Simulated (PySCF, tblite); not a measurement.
# C₄H₁₂O₂Si₃: geometry, infrared bands and NMR shifts

What infrared bands and NMR shifts should C₄H₁₂O₂Si₃ (`C/C(=C/C=O)[SiH2]O[SiH2][SiH3]`) show?

Programs: tblite 0.8.0 and PySCF 2.14.0, with density-fitted response routines of our own. Each step states its level of theory. These are calculated values for one molecule in the gas phase, unless marked as measured. Atoms count from 0, in the outputs and in this text.

## 1. Starting geometry

21 atoms, charge 0, multiplicity 1; geometry from: force field or distance geometry start.

Bonds of the start (Å): C0–C1 1.47, C1–C2 1.33, C2–C3 1.44, C3–O4 1.26, C1–Si5 1.82, Si5–O6 1.72, O6–Si7 1.74, Si7–Si8 2.21, C0–H9 1.09, C0–H10 1.14, C0–H11 1.11, C2–H12 1.10, C3–H13 1.08, Si5–H14 1.49, Si5–H15 1.45, Si7–H16 1.49, Si7–H17 1.46, Si8–H18 1.48, Si8–H19 1.46, Si8–H20 1.46.

## 2. Optimising the geometry with GFN2-xTB

The job: settings as JSON, then the geometry in Å.

```
{"job": {"kind": "relax", "xc": "GFN2-xTB", "basis": "xTB"}, "charge": 0, "multiplicity": 1}
C     -1.818200     1.977100    -0.221100
C     -1.813600     0.510000    -0.151800
C     -2.914000    -0.132800     0.226600
C     -3.009500    -1.571300     0.322100
O     -2.042700    -2.353300     0.096100
Si    -0.312100    -0.443000    -0.534600
O      1.101400     0.516500    -0.738800
Si     2.425000    -0.565300    -0.426000
Si     4.134600     0.401800     0.584900
H     -1.323300     2.490300     0.601300
H     -2.911900     2.286700    -0.142100
H     -1.512200     2.382500    -1.203800
H     -3.822800     0.430500     0.465900
H     -3.931100    -2.050000     0.628300
H     -0.036100    -1.291000     0.658400
H     -0.442900    -1.352800    -1.655300
H      1.869700    -1.580900     0.513500
H      2.793300    -1.326400    -1.622000
H      4.381400    -0.333700     1.841700
H      5.345900     0.241300    -0.217800
H      3.830100     1.780400     0.973900
```

Launch:

```bash
OMP_NUM_THREADS=1 python probes_run.py task.json out
```

One launch serves the whole session: the jobs run in the order shown.

**Question.** This job is followed by: GFN2-xTB harmonic vibrations, gas phase; GIAO PBE0/pcSseg-1 NMR shielding, non-relativistic, gas phase. Predict these results of the whole session: strongest single infrared mode (GFN2-xTB); zero-point energy (GFN2-xTB); 13C shifts against TMS (PBE0/pcSseg-1); 1H shifts against TMS (PBE0/pcSseg-1, means over atoms taken as alike); 17O shifts against H2O (PBE0/pcSseg-1); 29Si shifts against TMS (PBE0/pcSseg-1).

As calculated:

| quantity | value |
| --- | --- |
| strongest single infrared mode (GFN2-xTB) | 727 cm⁻¹, 953 km/mol |
| zero-point energy (GFN2-xTB) | 87.6 kcal/mol |
| 13C shifts against TMS (PBE0/pcSseg-1) | 205.7, 194.9, 138.8, 28.7 ppm |
| 1H shifts against TMS (PBE0/pcSseg-1, means over atoms taken as alike) | 9.21, 6.96, 5.81, 5.11, 3.42, 2.69 ppm |
| 17O shifts against H2O (PBE0/pcSseg-1) | 569.5, 33.7 ppm |
| 29Si shifts against TMS (PBE0/pcSseg-1) | -38.3, -63.9, -122.1 ppm |

**Reading.** Relaxing lowered the energy by 1.595 eV in 175 steps; the close pair that moved most is O6–Si7, from 1.738 to 1.612 Å. The lowest mode is slightly imaginary (19i cm⁻¹), a soft motion within the noise of the Hessian, so the minimum is not strictly shown. The strongest single mode, at 727 cm⁻¹, is carried by H17, H16, Si7. Unscaled tight-binding wavenumbers are off by several per cent, some by more. Its intensities can rank the bands wrongly. The most deshielded hydrogen is H13 (hydrogen on an aldehyde carbonyl carbon), at 9.21 ppm: the formyl region, downfield of aromatic protons. At PBE0/pcSseg-1: The largest span, 1044 ppm, is at O4, where the paramagnetic term is -645 ppm.
